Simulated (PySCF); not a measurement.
# B2DyH8 (Dy(BH4)2): the cost of one run

Method: several levels, as the steps say, no spin–orbit coupling; program: PySCF 2.14.0.

1 further run of the same task is left out (for a known fault of the program).

### 1 The starting structure

11 atoms, charge 0, spin multiplicity 1.

Bond lengths: Dy1–B2 2.572 Å, Dy1–H4 2.405 Å, Dy1–H5 2.406 Å, Dy1–H6 2.404 Å, Dy1–B7 2.573 Å, Dy1–H9 2.405 Å, Dy1–H10 2.406 Å, Dy1–H11 2.404 Å, B2–H3 1.210 Å, B2–H4 1.255 Å, B2–H5 1.255 Å, B2–H6 1.255 Å, B7–H8 1.210 Å, B7–H9 1.255 Å, B7–H10 1.255 Å, B7–H11 1.255 Å. Angles: B2–Dy1–H4 29.0°, B2–Dy1–H5 29.0°, B2–Dy1–H6 29.0°, B2–Dy1–B7 179.4°, B2–Dy1–H9 151.5°, B2–Dy1–H10 150.4°, B2–Dy1–H11 151.2°, H4–Dy1–H5 49.6°, H4–Dy1–H6 49.6°, H4–Dy1–B7 151.5°, H4–Dy1–H9 138.9°, H4–Dy1–H10 167.4°, H4–Dy1–H11 125.2°, H5–Dy1–H6 49.6°, H5–Dy1–B7 150.4°, H5–Dy1–H9 167.4°, H5–Dy1–H10 124.3°, H5–Dy1–H11 138.1° and more.

Coordinates:

```
atom    x (Å)    y (Å)    z (Å)
 Dy1   0.0001   0.0000   0.8126
  B2   2.5725  -0.0021   0.7987
  H3   3.7829   0.0013   0.7953
  H4   2.1080  -0.7928   1.6559
  H5   2.0988  -0.3474  -0.3111
  H6   2.1055   1.1329   1.0597
  B7  -2.5725   0.0021   0.7987
  H8  -3.7828  -0.0013   0.7952
  H9  -2.1080   0.7928   1.6560
 H10  -2.0989   0.3474  -0.3111
 H11  -2.1056  -1.1329   1.0597
```

Formal oxidation states: Dy +2. Each metal's 10 4f electrons lie in its core potential, so multiplicities, spins and levels count the valence alone. An earlier session relaxed this geometry at PBE0, Dy lcecp-0-SVP with ECP56, B def2-SVP, H def2-SVP (singlet, point group D3).

At PBE0 on the finer grid: E = -85.333430 Eh, frontier levels not given, since the 4f levels lie in the core, Mulliken charge on Dy1 +0.72 e, largest force component 0.015 eV/Å. 

Levels to run: revPBE; PBE; PBE0, TZVP. Hardware: 2 threads of Arm Neoverse V2, shared host.

### 2 revPBE

Input file run.py (the lines that set the calculation):

```python
mol = gto.M(atom='''
Dy     0.00009    -0.00002     0.81265
B      2.57254    -0.00208     0.79870
H      3.78287     0.00128     0.79529
H      2.10796    -0.79283     1.65593
H      2.09882    -0.34737    -0.31113
H      2.10551     1.13290     1.05971
B     -2.57252     0.00208     0.79873
H     -3.78285    -0.00125     0.79523
H     -2.10799     0.79283     1.65599
H     -2.09885     0.34740    -0.31113
H     -2.10558    -1.13295     1.05975''',
    basis={'Dy': 'lcecp-0-SVP', 'B': 'def2-SVP', 'H': 'def2-SVP'},
    ecp={'Dy': 'lcecp-0-SVP'},
    charge=0, spin=0)
mf = dft.RKS(mol, xc='PBE_R,PBE')
mf.grids.atom_grid = (75, 302)  # f atoms: unpruned, at least (60, 302)
mf = mf.density_fit()  # fitting sets: Dy AutoAux, B def2-universal-JKFIT, H def2-universal-JKFIT
mf.conv_tol = 1e-08; mf.max_cycle = 55
mf.kernel(dm0)  # dm0: the density of the relaxed state
```

Run with:

```console
OMP_NUM_THREADS=2 python run.py
```

**Question.** How long does this run take on 2 threads of Arm Neoverse V2, shared host?

About 4.6 s.
